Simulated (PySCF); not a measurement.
# C₂H₇AlF₂O: electronic excitations at several levels of theory, part 2 of 2

PySCF 2.14.0. Atoms count from 0.

## 9. Excited states and response: CAM-B3LYP/def2-SVPD

The job: settings as JSON, then the geometry in Å.

```
{"job": {"kind": "uv", "xc": "CAM-B3LYP", "basis": "def2-SVPD", "ip": true}, "charge": 0, "multiplicity": 1}
F     -1.580942    -1.206236    -1.266095
C     -1.200534    -0.821512    -0.034197
O     -0.069175     0.014244    -0.137139
Al     1.680637    -0.518166     0.795904
C     -0.299336     1.284343    -0.704051
F     -0.999410     2.042120     0.162824
H     -0.885996    -1.690469     0.560645
H     -2.019315    -0.264413     0.446672
H      1.181530    -0.503533     2.316771
H      1.857629    -1.953800     0.112729
H      2.525715     0.725986     0.246914
H      0.694327     1.716791    -0.880794
H     -0.879647     1.158014    -1.630574
```

Method: TDDFT CAM-B3LYP/def2-SVPD, vertical, gas phase, core orbitals frozen in the response.

Output:

```text
coarse grid: 11400 points
cycle   1  E = -597.0979816320  dE =  5.503e-01  |g| = 7.819e-01  |ddm| = 4.210e+00
cycle   2  E = -597.0837658215  dE =  1.422e-02  |g| = 9.033e-01  |ddm| = 1.455e+00
cycle   3  E = -597.2160269956  dE = -1.323e-01  |g| = 6.749e-02  |ddm| = 7.825e-01
cycle   4  E = -597.2167421875  dE = -7.152e-04  |g| = 2.598e-02  |ddm| = 9.185e-02
cycle   5  E = -597.2168663412  dE = -1.242e-04  |g| = 8.309e-03  |ddm| = 3.413e-02
cycle   6  E = -597.2168774401  dE = -1.110e-05  |g| = 2.962e-03  |ddm| = 8.230e-03
cycle   7  E = -597.2168791995  dE = -1.759e-06  |g| = 2.300e-04  |ddm| = 3.226e-03
final grid: 106328 points
cycle   8  E = -597.3079009156  dE = -2.831e-05  |g| = 4.020e-03  |ddm| = 5.347e-02
cycle   9  E = -597.3079003046  dE =  6.110e-07  |g| = 4.645e-03  |ddm| = 8.567e-03
cycle  10  E = -597.3079037638  dE = -3.459e-06  |g| = 2.225e-04  |ddm| = 3.518e-03
cycle  11  E = -597.3079037730  dE = -9.248e-09  |g| = 1.133e-04  |ddm| = 5.016e-04
cycle  12  E = -597.3079037760  dE = -2.933e-09  |g| = 1.257e-05  |ddm| = 1.738e-04
cycle  13  E = -597.3079037760  dE = -4.616e-11  |g| = 6.239e-06  |ddm| = 2.363e-05
converged SCF energy = -597.3079037760

Static polarisability (au): isotropic 64.511, principal 60.840 66.256 66.438

Singlet excitations
state   eV       nm        f      main configurations
  1   6.5483    189.3   0.00235   H->L+1 0.47, H->L 0.44
  2   6.7993    182.3   0.01180   H-1->L+1 0.46, H-1->L 0.45
  3   7.5290    164.7   0.08125   H->L+1 0.47, H->L 0.34, H->L+2 0.10
  4   7.7267    160.5   0.04332   H-1->L+1 0.24, H-1->L 0.23, H->L+6 0.14
  5   7.7457    160.1   0.09232   H-1->L+2 0.27, H-1->L+1 0.26, H-1->L 0.13
  6   8.0632    153.8   0.06741   H->L+2 0.67, H->L+5 0.12
  7   8.3182    149.1   0.18465   H-1->L+2 0.36, H->L+3 0.23, H->L+6 0.22
  8   8.5570    144.9   0.11896   H-1->L+3 0.42, H-1->L+6 0.31
  9   8.5973    144.2   0.04964   H->L+3 0.31, H->L+4 0.27
 10   8.6807    142.8   0.04929   H->L+5 0.46, H->L+6 0.11, H->L+3 0.11

Triplet excitations (Tamm-Dancoff, eV): 6.0564 6.2506 7.2723 7.3123
Vertical ionisation energy (delta-SCF) = 10.2322 eV
```

It took 1.9 min on 1 thread of Arm Neoverse V1, shared host; peak memory 0.97 GiB.

This run: HOMO -9.14 eV, LUMO 0.74 eV; lowest singlet 6.55 eV.

## 10. Excited states and response: wB97X-D/def2-SVPD

Same as in step 9 but for these lines:

```diff
@@ -1,2 +1,2 @@
-{"job": {"kind": "uv", "xc": "CAM-B3LYP", "basis": "def2-SVPD", "ip": true}, "charge": 0, "multiplicity": 1}
+{"job": {"kind": "uv", "xc": "wB97X-D", "basis": "def2-SVPD", "ip": true}, "charge": 0, "multiplicity": 1}
 F     -1.580942    -1.206236    -1.266095
```

Method: TDDFT wB97X-D/def2-SVPD, vertical, gas phase, core orbitals frozen in the response.

Output:

```text
coarse grid: 11400 points
cycle   1  E = -597.0911430472  dE =  5.539e-01  |g| = 7.960e-01  |ddm| = 4.051e+00
cycle   2  E = -597.1065936999  dE = -1.545e-02  |g| = 8.294e-01  |ddm| = 1.453e+00
cycle   3  E = -597.2176072137  dE = -1.110e-01  |g| = 6.740e-02  |ddm| = 7.612e-01
cycle   4  E = -597.2183844514  dE = -7.772e-04  |g| = 2.346e-02  |ddm| = 1.084e-01
cycle   5  E = -597.2185028046  dE = -1.184e-04  |g| = 7.760e-03  |ddm| = 3.694e-02
cycle   6  E = -597.2185132011  dE = -1.040e-05  |g| = 2.763e-03  |ddm| = 9.229e-03
cycle   7  E = -597.2185148655  dE = -1.664e-06  |g| = 2.951e-04  |ddm| = 4.009e-03
final grid: 106328 points
cycle   8  E = -597.3050447936  dE = -1.041e-04  |g| = 6.775e-03  |ddm| = 1.321e-01
cycle   9  E = -597.3050450062  dE = -2.126e-07  |g| = 7.678e-03  |ddm| = 1.777e-02
cycle  10  E = -597.3050535468  dE = -8.541e-06  |g| = 4.536e-04  |ddm| = 4.702e-03
cycle  11  E = -597.3050535896  dE = -4.279e-08  |g| = 3.876e-04  |ddm| = 1.790e-03
cycle  12  E = -597.3050536180  dE = -2.842e-08  |g| = 7.681e-05  |ddm| = 4.221e-04
cycle  13  E = -597.3050536193  dE = -1.268e-09  |g| = 1.712e-05  |ddm| = 1.149e-04
cycle  14  E = -597.3050536194  dE = -1.162e-10  |g| = 4.485e-06  |ddm| = 4.608e-05
converged SCF energy = -597.3050536194

Static polarisability (au): isotropic 64.831, principal 61.202 66.502 66.789

Singlet excitations
state   eV       nm        f      main configurations
  1   6.5504    189.3   0.00190   H->L 0.83, H->L+1 0.09
  2   6.8041    182.2   0.01049   H-1->L 0.83, H-1->L+1 0.09
  3   7.6485    162.1   0.09707   H->L+1 0.70
  4   7.7890    159.2   0.03448   H->L+5 0.21, H-1->L+2 0.16, H-1->L+4 0.12
  5   7.8629    157.7   0.16508   H-1->L+1 0.81
  6   8.2471    150.3   0.08640   H->L+2 0.55, H->L+6 0.14, H->L+4 0.14
  7   8.4805    146.2   0.26905   H-1->L+2 0.29, H->L+5 0.21, H->L+3 0.19
  8   8.6528    143.3   0.12892   H-1->L+5 0.41, H-1->L+3 0.33, H-1->L+4 0.13
  9   8.9464    138.6   0.07770   H->L+3 0.35, H->L+6 0.16, H->L+4 0.14
 10   8.9832    138.0   0.03269   H->L+4 0.34, H->L+2 0.19, H->L+6 0.16

Triplet excitations (Tamm-Dancoff, eV): 6.1896 6.3822 7.4725 7.5372
Vertical ionisation energy (delta-SCF) = 10.2218 eV
```

Wall time 2.1 min (1 thread of Arm Neoverse V1, shared host); peak memory 0.9 GiB.

Key values: HOMO -9.64 eV, LUMO 1.63 eV; lowest singlet 6.55 eV.

## 11. Excited states and response: LC-wPBE/def2-SVPD

Same as in step 10 but for these lines:

```diff
@@ -1,2 +1,2 @@
-{"job": {"kind": "uv", "xc": "wB97X-D", "basis": "def2-SVPD", "ip": true}, "charge": 0, "multiplicity": 1}
+{"job": {"kind": "uv", "xc": "LC-wPBE", "basis": "def2-SVPD", "ip": true}, "charge": 0, "multiplicity": 1}
 F     -1.580942    -1.206236    -1.266095
```

Level: TDDFT LC-wPBE/def2-SVPD, vertical, gas phase, core orbitals frozen in the response.

Output:

```text
coarse grid: 11400 points
cycle   1  E = -596.8831190920  dE =  6.079e-01  |g| = 8.343e-01  |ddm| = 4.023e+00
cycle   2  E = -596.9256490569  dE = -4.253e-02  |g| = 8.001e-01  |ddm| = 1.456e+00
cycle   3  E = -597.0279457635  dE = -1.023e-01  |g| = 7.710e-02  |ddm| = 7.469e-01
cycle   4  E = -597.0290329200  dE = -1.087e-03  |g| = 2.698e-02  |ddm| = 1.142e-01
cycle   5  E = -597.0292036879  dE = -1.708e-04  |g| = 9.080e-03  |ddm| = 4.543e-02
cycle   6  E = -597.0292192961  dE = -1.561e-05  |g| = 2.931e-03  |ddm| = 1.012e-02
cycle   7  E = -597.0292203882  dE = -1.092e-06  |g| = 3.513e-04  |ddm| = 4.346e-03
final grid: 106328 points
cycle   8  E = -597.1423470827  dE = -3.564e-05  |g| = 1.178e-02  |ddm| = 6.344e-02
cycle   9  E = -597.1423455085  dE =  1.574e-06  |g| = 1.265e-02  |ddm| = 1.760e-02
cycle  10  E = -597.1423682659  dE = -2.276e-05  |g| = 4.007e-04  |ddm| = 8.095e-03
cycle  11  E = -597.1423682886  dE = -2.275e-08  |g| = 3.253e-04  |ddm| = 7.947e-04
cycle  12  E = -597.1423683081  dE = -1.946e-08  |g| = 3.524e-05  |ddm| = 3.127e-04
cycle  13  E = -597.1423683086  dE = -4.934e-10  |g| = 9.607e-06  |ddm| = 1.020e-04
converged SCF energy = -597.1423683086

Static polarisability (au): isotropic 63.508, principal 59.746 65.039 65.739

Singlet excitations
state   eV       nm        f      main configurations
  1   6.8599    180.7   0.00221   H->L+1 0.78, H->L+2 0.13
  2   7.1234    174.1   0.01214   H-1->L+1 0.78, H-1->L+2 0.11
  3   8.0423    154.2   0.00601   H->L+5 0.26, H-1->L+4 0.13, H->L+3 0.10
  4   8.2114    151.0   0.16186   H->L 0.77
  5   8.3880    147.8   0.21268   H-1->L 0.81
  6   8.8437    140.2   0.16017   H->L+2 0.28, H->L+4 0.23, H->L+6 0.21
  7   8.9852    138.0   0.36308   H->L+5 0.24, H-1->L+4 0.16, H-1->L+2 0.14
  8   9.2021    134.7   0.10626   H-1->L+5 0.54, H-1->L+3 0.17, H-1->L+6 0.09
  9   9.6285    128.8   0.11858   H->L+6 0.35, H->L+3 0.31, H->L+10 0.10
 10   9.7042    127.8   0.06209   H->L+4 0.31, H->L+2 0.27, H->L+1 0.10

Triplet excitations (Tamm-Dancoff, eV): 6.2060 6.4064 7.4179 7.5844
Vertical ionisation energy (delta-SCF) = 10.3886 eV
```

It took 2.4 min on 1 thread of Arm Neoverse V1, shared host; peak memory 0.86 GiB.

This run: HOMO -10.52 eV, LUMO 1.70 eV; lowest singlet 6.86 eV.

## 12. Excited states and response: PBE0/6-31G*

Same as in step 11 but for these lines:

```diff
@@ -1,2 +1,2 @@
-{"job": {"kind": "uv", "xc": "LC-wPBE", "basis": "def2-SVPD", "ip": true}, "charge": 0, "multiplicity": 1}
+{"job": {"kind": "uv", "xc": "PBE0", "basis": "6-31G*"}, "charge": 0, "multiplicity": 1}
 F     -1.580942    -1.206236    -1.266095
```

With the program's defaults for keys left out, this is: TDDFT PBE0/6-31G*, vertical, gas phase, core orbitals frozen in the response.

Output:

```text
coarse grid: 11400 points
cycle   1  E = -597.1456367565  dE =  5.323e-01  |g| = 7.500e-01  |ddm| = 2.988e+00
cycle   2  E = -597.0752943201  dE =  7.034e-02  |g| = 1.016e+00  |ddm| = 1.041e+00
cycle   3  E = -597.2455878446  dE = -1.703e-01  |g| = 4.240e-02  |ddm| = 6.182e-01
cycle   4  E = -597.2458163590  dE = -2.285e-04  |g| = 2.626e-02  |ddm| = 4.448e-02
cycle   5  E = -597.2459285852  dE = -1.122e-04  |g| = 6.663e-03  |ddm| = 1.985e-02
cycle   6  E = -597.2459365909  dE = -8.006e-06  |g| = 1.419e-03  |ddm| = 5.366e-03
final grid: 106328 points
cycle   7  E = -597.2186409721  dE = -1.934e-05  |g| = 9.546e-03  |ddm| = 1.666e-02
cycle   8  E = -597.2186303807  dE =  1.059e-05  |g| = 1.253e-02  |ddm| = 1.308e-02
cycle   9  E = -597.2186590181  dE = -2.864e-05  |g| = 8.660e-04  |ddm| = 7.147e-03
cycle  10  E = -597.2186591822  dE = -1.642e-07  |g| = 1.944e-04  |ddm| = 8.594e-04
cycle  11  E = -597.2186591877  dE = -5.460e-09  |g| = 9.760e-05  |ddm| = 1.763e-04
cycle  12  E = -597.2186591892  dE = -1.486e-09  |g| = 1.153e-05  |ddm| = 6.328e-05
cycle  13  E = -597.2186591892  dE = -3.024e-11  |g| = 1.480e-06  |ddm| = 1.356e-05
converged SCF energy = -597.2186591892

Static polarisability (au): isotropic 50.600, principal 47.928 50.490 53.382

Singlet excitations
state   eV       nm        f      main configurations
  1   6.4965    190.8   0.00118   H->L 1.00
  2   6.7384    184.0   0.00408   H-1->L 0.99
  3   8.4221    147.2   0.00494   H->L+1 0.45, H->L+2 0.23, H-1->L+1 0.20
  4   8.6505    143.3   0.00020   H->L+1 0.49, H->L+2 0.28, H-1->L+1 0.20
  5   8.8848    139.5   0.06528   H-1->L+1 0.56, H->L+2 0.34
  6   9.0607    136.8   0.01574   H-1->L+2 0.84
  7   9.1308    135.8   0.00348   H->L+3 0.60, H-1->L+3 0.29
  8   9.2495    134.0   0.04927   H-1->L+3 0.40, H->L+3 0.27, H->L+4 0.16
  9   9.4507    131.2   0.26803   H-2->L 0.82
 10   9.6005    129.1   0.03852   H->L+4 0.63, H-1->L+3 0.10

Triplet excitations (Tamm-Dancoff, eV): 6.0446 6.2521 7.8377 7.9844
```

Wall time 14 s (1 thread of Arm Neoverse V1, shared host); peak memory 0.6 GiB.

In short: HOMO -7.63 eV, LUMO 0.29 eV; lowest singlet 6.50 eV.

## 13. Side by side: electronic excitations

Excitations and ground-state properties, with basis size and wall time:

| run | lowest singlet (eV) | brightest (eV) | f | gap (eV) | α (Å³) | μ (D) | functions | time |
| --- | --- | --- | --- | --- | --- | --- | --- | --- |
| HF/def2-SVPD | 7.61 | 9.56 | 0.427 | 12.71 | 8.73 | 3.30 | 189 | 33 s |
| LDA/def2-SVPD | 5.50 | 6.80 | 0.074 | 5.38 | 10.38 | 3.16 | 189 | 73 s |
| PBE/def2-SVPD | 5.70 | 6.86 | 0.065 | 5.62 | 10.13 | 3.23 | 189 | 1.7 min |
| B3LYP/def2-SVPD | 6.25 | 7.57 | 0.069 | 7.26 | 9.69 | 3.24 | 189 | 2.1 min |
| PBE0/def2-SVPD | 6.32 | 7.83 | 0.095 | 7.68 | 9.64 | 3.22 | 189 | 2 min |
| BHandHLYP/def2-SVPD | 6.84 | 8.55 | 0.164 | 9.55 | 9.22 | 3.22 | 189 | 89 s |
| CAM-B3LYP/def2-SVPD | 6.55 | 8.32 | 0.185 | 9.87 | 9.56 | 3.23 | 189 | 1.9 min |
| wB97X-D/def2-SVPD | 6.55 | 8.48 | 0.269 | 11.26 | 9.61 | 3.27 | 189 | 2.1 min |
| LC-wPBE/def2-SVPD | 6.86 | 8.99 | 0.363 | 12.23 | 9.41 | 3.27 | 189 | 2.4 min |
| PBE0/6-31G* | 6.50 | 9.45 | 0.268 | 7.92 | 7.50 | 3.52 | 102 | 14 s |

## 14. Summary of results

The summary covers parts 1 to 2.

| quantity | value |
| --- | --- |
| point group | C1 |
| rotational constants (main isotopes) | 2.87, 2.12, 1.37 GHz |
| lowest singlet (HF/def2-SVPD) | 7.61 eV (163 nm), f = 0.005 |
| brightest single state of those computed | state 7, 9.56 eV, f = 0.427 |
| lowest triplet | 6.66 eV |
| range of the lowest singlet | 5.50 to 7.61 eV |

Single values in the summary come from the first run of each kind that ended normally (HF/def2-SVPD), which need not be the best level. Over 14 steps the energy fell by 0.208 eV; of the close pairs, O2–Al3 changed most, 1.959 to 2.053 Å. The lowest singlet, at 7.61 eV, is HOMO→LUMO+1 0.56, HOMO→LUMO+3 0.16 and is weak; of the 10 states computed, the strongest absorption comes from state 7 at 9.56 eV. The lowest triplet lies 0.94 eV below the lowest singlet (triplets in Tamm-Dancoff, singlets in full TDDFT). The lowest singlet runs from 5.50 eV (LDA/def2-SVPD) to 7.61 eV (HF/def2-SVPD), while the orbital gap spans 5.38 to 12.71 eV. The lowest state need not be the same one in every run. The runs solved for a few states only, so the brightest column depends on that window.
